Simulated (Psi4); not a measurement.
# WCl4O (SMILES O=[W](Cl)(Cl)(Cl)Cl): PBE0/def2-SVP (core potential)

Aim: the energy change on altering one bond length of WCl4O at PBE0/def2-SVP (core potential), from 2 runs. 

The calculation is run with Psi4 1.11.

## (1) The system as given

WCl4O has 6 atoms, charge 0, and is taken as a singlet. As SMILES, `O=[W](Cl)(Cl)(Cl)Cl`. The shape is that of a PBE0-D4/def2-TZVP optimisation.

Bond lengths: O1–W2 1.668 Å, W2–Cl3 2.287 Å, W2–Cl4 2.287 Å, W2–Cl5 2.287 Å, W2–Cl6 2.287 Å. Angles: O1–W2–Cl3 104.0°, O1–W2–Cl4 103.9°, O1–W2–Cl5 103.9°, O1–W2–Cl6 103.9°, Cl3–W2–Cl4 152.1°, Cl3–W2–Cl5 86.7°, Cl3–W2–Cl6 86.7°, Cl4–W2–Cl5 86.7°, Cl4–W2–Cl6 86.7°, Cl5–W2–Cl6 152.1°.

## (2) Energy and forces at PBE0/def2-SVP (core potential)

File calc.py:

```python
import psi4

psi4.set_memory('2200 MB')
psi4.set_num_threads(1)
psi4.set_output_file('cl4ow.out', False)

m = psi4.geometry("""
O     -0.010050    -1.747150     0.186510
W     -0.000510    -0.089070     0.009510
Cl     1.915280     0.567920     1.072290
Cl    -1.910010     0.350500    -1.170330
Cl     1.129180     0.249450    -1.950250
Cl    -1.123900     0.668360     1.852270
symmetry c1
no_reorient
no_com
""")

psi4.set_options({
    'basis': 'def2-SVP',
    'puream': True,
    'e_convergence': 1e-09,
    'd_convergence': 1e-08,
    'scf_type': 'pk',
    'dft_radial_points': 99,
    'dft_spherical_points': 590,
})

energy_value, wavefunction = psi4.gradient('pbe0', return_wfn=True)
psi4.oeprop(wavefunction, 'DIPOLE', 'QUADRUPOLE', 'MULLIKEN_CHARGES', title='PBE0')
print('gradient / Eh bohr^-1')
print(energy_value.np.round(6))
print(f'energy = {wavefunction.energy():.10f} Eh')
```

Run with:

```bash
$ python calc.py
```

cl4ow.out:

```text
[...]
    !!!  WARNING: ECP capability is in beta. Please check occupations closely.  !!!
[...]
  Running in c1 symmetry.
[...]
  Nuclear repulsion =  611.276188558366357
[...]
  Multiplicity = 1
[...]
  Nalpha       = 45
  Nbeta        = 45
[...]
    Number of basis functions: 118
[...]
   @RKS iter   1: -1981.33351326569345    5.83913e-03   1.02204e-02 DIIS/ADIIS
[...]
   @RKS iter  14: -1982.01908469468185   -4.77485e-12   3.79032e-09 DIIS
[...]
    Orbital Energies [Eh]
    ---------------------
    Doubly Occupied:
       1A   -101.712334     2A   -101.712319     3A   -101.712305
       4A   -101.712299     5A    -19.312537     6A     -9.564513
       7A     -9.564503     8A     -9.564498     9A     -9.564496
      10A     -7.302092    11A     -7.302068    12A     -7.302062
      13A     -7.302056    14A     -7.297783    15A     -7.297770
      16A     -7.297764    17A     -7.297760    18A     -7.297632
      19A     -7.297628    20A     -7.297626    21A     -7.297622
      22A     -3.170105    23A     -1.822357    24A     -1.801544
      25A     -1.801543    26A     -1.009522    27A     -0.887045
      28A     -0.863252    29A     -0.858109    30A     -0.858101
      31A     -0.496847    32A     -0.493029    33A     -0.493028
      34A     -0.478149    35A     -0.474355    36A     -0.458373
[...]
  @RKS Final Energy: -1982.01908469468185
   => Energetics <=
    Nuclear Repulsion Energy =            611.2761885583663570
    One-Electron Energy =               -3975.2375310153702230
    Two-Electron Energy =                1479.1021643892481734
    DFT Exchange-Correlation Energy =     -97.1599066269261300
    Empirical Dispersion Energy =           0.0000000000000000
    VV10 Nonlocal Energy =                  0.0000000000000000
    Total Energy =                      -1982.0190846946818510
[...]
  -Total Gradient:
     Atom            X                  Y                   Z
    ------   -----------------  -----------------  -----------------
       1        0.000012174100     0.002178537201    -0.000233493519
       2        0.000016040184     0.002227125574    -0.000236273376
       3       -0.004335719822    -0.001348048879    -0.002419700801
       4        0.004320096708    -0.000856061380     0.002653915367
       5       -0.002554359188    -0.000628833487     0.004419048007
       6        0.002541747103    -0.001575793803    -0.004183164654
[...]
 Multipole Moments:
 ------------------------------------------------------------------------------------
     Multipole            Electronic (a.u.)      Nuclear  (a.u.)        Total (a.u.)
 ------------------------------------------------------------------------------------
 L = 1.  Multiply by 2.5417464519 to convert [e a0] to [Debye]
 Dipole X            :         -0.1720678            0.1734958            0.0014280
 Dipole Y            :        -29.9773314           30.2199900            0.2426586
 Dipole Z            :          3.2000911           -3.2259893           -0.0258982
 Magnitude           :                                                    0.2440409
 L = 2.  Multiply by 1.3450342976 to convert [e a0^2] to [Debye ang]
 Quadrupole XX       :       -658.4226476          598.2590474          -60.1636002
 Quadrupole XY       :          2.6091552           -2.6060859            0.0030693
[...]
  Mulliken Charges: (a.u.)
   Center  Symbol    Alpha    Beta     Spin     Total
       1     O     4.09725  4.09725  0.00000 -0.19450
       2     W     6.54087  6.54087  0.00000  0.91827
       3    CL     8.59047  8.59047  0.00000 -0.18093
       4    CL     8.59047  8.59047  0.00000 -0.18094
       5    CL     8.59047  8.59047  0.00000 -0.18095
       6    CL     8.59047  8.59047  0.00000 -0.18095
   Total alpha = 45.00000, Total beta = 45.00000, Total charge =  0.00000
```

On the terminal:

```text
gradient / Eh bohr^-1
[[ 1.200e-05  2.179e-03 -2.330e-04]
 [ 1.600e-05  2.227e-03 -2.360e-04]
 [-4.336e-03 -1.348e-03 -2.420e-03]
 [ 4.320e-03 -8.560e-04  2.654e-03]
 [-2.554e-03 -6.290e-04  4.419e-03]
 [ 2.542e-03 -1.576e-03 -4.183e-03]]
energy = -1982.0190846947 Eh
```

Wall time 48 s (1 thread of Intel Xeon Platinum 8259CL at 2.50GHz (Skylake/Cascade Lake), shared host); peak memory 0.68 GiB.

## (3) The distorted shape

File cl4ow.inp:

```
memory 2.2 GB

molecule molecule1 {
  0 1
  O     -0.02169595    -3.77171382     0.40263450
  W     -0.00096376    -0.16831791     0.01797130
  Cl     3.61935465     1.07321326     2.02633443
  Cl    -3.60939580     0.66234901    -2.21160318
  Cl     2.13384095     0.47139218    -3.68543837
  Cl    -2.12386319     1.26301735     3.50028301
  units bohr
  symmetry c1
}

set basis def2-SVP
set puream true
set e_convergence 1e-09
set d_convergence 1e-08
set scf_type pk
set dft_radial_points 99
set dft_spherical_points 590

result = gradient("pbe0")
```

Run with:

```bash
$ psi4 -n 1 cl4ow.inp cl4ow.out
```

cl4ow.out, cut to the lines that bear on the results:

```text
[...]
    !!!  WARNING: ECP capability is in beta. Please check occupations closely.  !!!
[...]
  Running in c1 symmetry.
[...]
  Nuclear repulsion =  601.623362095466405
[...]
  Multiplicity = 1
[...]
  Nalpha       = 45
  Nbeta        = 45
[...]
    Number of basis functions: 118
[...]
   @RKS iter   1: -1981.07230351922931    1.45822e-01   1.10732e-02 DIIS/ADIIS
[...]
   @RKS iter  15: -1981.97161769901254   -1.59162e-12   8.01279e-09 DIIS
[...]
  @RKS Final Energy: -1981.97161769901254
   => Energetics <=
    Nuclear Repulsion Energy =            601.6233620954664048
    One-Electron Energy =               -3955.8390377073292257
    Two-Electron Energy =                1469.2912932814294891
    DFT Exchange-Correlation Energy =     -97.0472353685791376
    Empirical Dispersion Energy =           0.0000000000000000
    VV10 Nonlocal Energy =                  0.0000000000000000
    Total Energy =                      -1981.9716176990125405
[...]
 Multipole Moments:
 ------------------------------------------------------------------------------------
     Multipole            Electronic (a.u.)      Nuclear  (a.u.)        Total (a.u.)
 ------------------------------------------------------------------------------------
 L = 1.  Multiply by 2.5417464519 to convert [e a0] to [Debye]
 Dipole X            :         -0.1018874            0.1060834            0.0041960
 Dipole Y            :        -17.7766867           18.5006428            0.7239561
 Dipole Z            :          1.8978023           -1.9750809           -0.0772786
 Magnitude           :                                                    0.7280811
[...]
  -Total Gradient:
     Atom            X                  Y                   Z
    ------   -----------------  -----------------  -----------------
       1       -0.000929738957    -0.161547809651     0.017244602284
       2        0.000957063847     0.165817213137    -0.017699810416
       3        0.000482352926    -0.001040097833     0.000401191223
       4       -0.000497506389    -0.001095698401    -0.000174206552
       5        0.000283149567    -0.001122075114    -0.000373172633
       6       -0.000295338802    -0.001014074507     0.000601670022
[...]
```

It took 52 s on 1 thread of Intel Xeon Platinum 8259CL at 2.50GHz (Skylake/Cascade Lake), shared host; peak memory 0.69 GiB.

## (4) Summary of results

Level: PBE0/def2-SVP (core potential).

| quantity | value |
| --- | --- |
| first shape: total energy | -1982.01908 Eh |
| first shape: dipole moment | 0.62 D |
| first shape: HOMO energy | -9.00 eV |
| first shape: LUMO energy | -5.05 eV |
| first shape: HOMO–LUMO gap | 3.94 eV |
| first shape: largest force on an atom | 0.265 eV/Å |
| distorted shape: total energy | -1981.97162 Eh |
| distorted shape: dipole moment | 1.85 D |
| distorted shape: HOMO energy | -9.20 eV |
| distorted shape: LUMO energy | -5.22 eV |
| distorted shape: HOMO–LUMO gap | 3.98 eV |
| distorted shape: largest force on an atom | 8.575 eV/Å |
| energy change with the O1–W2 bond stretched from 1.668 to 1.918 Å | 1.292 eV |

**Reading.** With the O1–W2 bond stretched from 1.668 to 1.918 Å the energy rises by 1.29 eV (30 kcal/mol). The first shape isn't relaxed at this level, so the change isn't measured from a minimum. The largest force (first shape) is 0.26 eV/Å: the shape isn't a stationary point for this species at this level.
